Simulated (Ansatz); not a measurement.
Working through a short molecular-dynamics run of CH₅BOSi, SMILES B[SiH]1CO1

Program: Ansatz 0.2.0 through its Python package.

Contents of `ch5bosi.xyz`:
```text
9

B    -0.37220    1.64140   -0.17130
Si    0.68950    0.11790    0.08010
C    -0.15790   -1.50580   -0.19150
O    -0.10450   -1.01100    1.09790
H    -0.84050    1.92820   -1.27540
H    -0.68620    2.39870    0.73150
H     2.09370    0.22670    0.59880
H    -1.08190   -1.47100   -0.67390
H     0.54850   -2.37140   -0.21330
```

Interactive session:
```pycon
>>> import warnings
>>> import ansatz as az
>>> import numpy as np
>>> warnings.simplefilter("ignore", az.DeckWarning)
>>> molecule = az.Crystal.molecule_from_extxyz("ch5bosi.xyz")
>>> model = molecule.calculation().basis(gaussian="6-31G").functional("BLYP", dispersion="d3bj")
>>> symbols = [site.symbol for site in molecule.cartesian_sites]
>>> start = np.array([site.position_ang for site in molecule.cartesian_sites], dtype=float)
>>> summary = model.relax(force_tolerance=0.02, max_steps=100).run(threads=1, backend="cpu").report
>>> end = np.array(summary["positions_ang"])
>>> minimum = az.Crystal.molecule()
>>> for symbol, place in zip(symbols, end):
...     minimum = minimum.atom(symbol, place.tolist())
...
>>> # dynamics from the relaxed geometry
>>> model = (
...     minimum.calculation()
...     .basis(gaussian="6-31G")
...     .functional("BLYP", dispersion="d3bj")
...     .md("nvt_langevin", timestep=0.5, steps=20, temperature=300, initial_velocities="maxwell_boltzmann", seed=42, friction=0.02)
... )
>>> frames = []
>>> out = model.session().plan().execute(on_event=lambda e: frames.append(e["data"]) if e["event"] == "md_step" else None)
>>> print("t (fs)   E_pot (eV)      E_kin (eV)   T (K)   d(0-1) (A)")
t (fs)   E_pot (eV)      E_kin (eV)   T (K)   d(0-1) (A)
>>> for f in frames[::1]:
...     xyz = np.array(f["positions_ang"])
...     print(f"{f['time_fs']:6.2f} {f['lagrangian_ev']:14.5f} {f['e_kin_ev']:10.5f} {f['temperature_k']:8.1f} {np.linalg.norm(xyz[0] - xyz[1]):9.4f}")
...
  0.00   -11714.01422    0.31022    266.7    1.9753
  0.50   -11714.01222    0.27611    237.3    1.9810
  1.00   -11714.00650    0.27064    232.6    1.9860
  1.50   -11713.99795    0.23650    203.3    1.9907
  2.00   -11713.98663    0.25826    222.0    1.9951
  2.50   -11713.97385    0.23279    200.1    1.9993
  3.00   -11713.96289    0.20460    175.9    2.0033
  3.50   -11713.95398    0.20141    173.1    2.0075
  4.00   -11713.94566    0.17387    149.5    2.0121
  4.50   -11713.94030    0.16561    142.4    2.0165
  5.00   -11713.93866    0.18660    160.4    2.0206
  5.50   -11713.93891    0.19207    165.1    2.0246
  6.00   -11713.94008    0.19361    166.4    2.0286
  6.50   -11713.93952    0.18965    163.0    2.0326
  7.00   -11713.93579    0.18421    158.3    2.0365
  7.50   -11713.92928    0.17878    153.7    2.0398
  8.00   -11713.92102    0.16194    139.2    2.0431
  8.50   -11713.91257    0.12642    108.7    2.0462
  9.00   -11713.90487    0.12055    103.6    2.0487
  9.50   -11713.89883    0.11619     99.9    2.0508
 10.00   -11713.89629    0.11857    101.9    2.0527
>>> print("mean temperature", round(float(np.mean([f["temperature_k"] for f in frames])), 1), "K")
mean temperature 167.8 K
```

Total energies depend on the basis set; only differences at equal settings carry meaning. The trajectory is only some femtoseconds long, so its temperature is not equilibrated; where the script doesn't relax first, it starts from a rough generated geometry. The printed temperature counts all 3N degrees of freedom under Langevin dynamics, so the first row lies under the target. Timing: 80 s on 1 thread of Arm Neoverse V1 (shared host), peak memory 0.22 GiB.
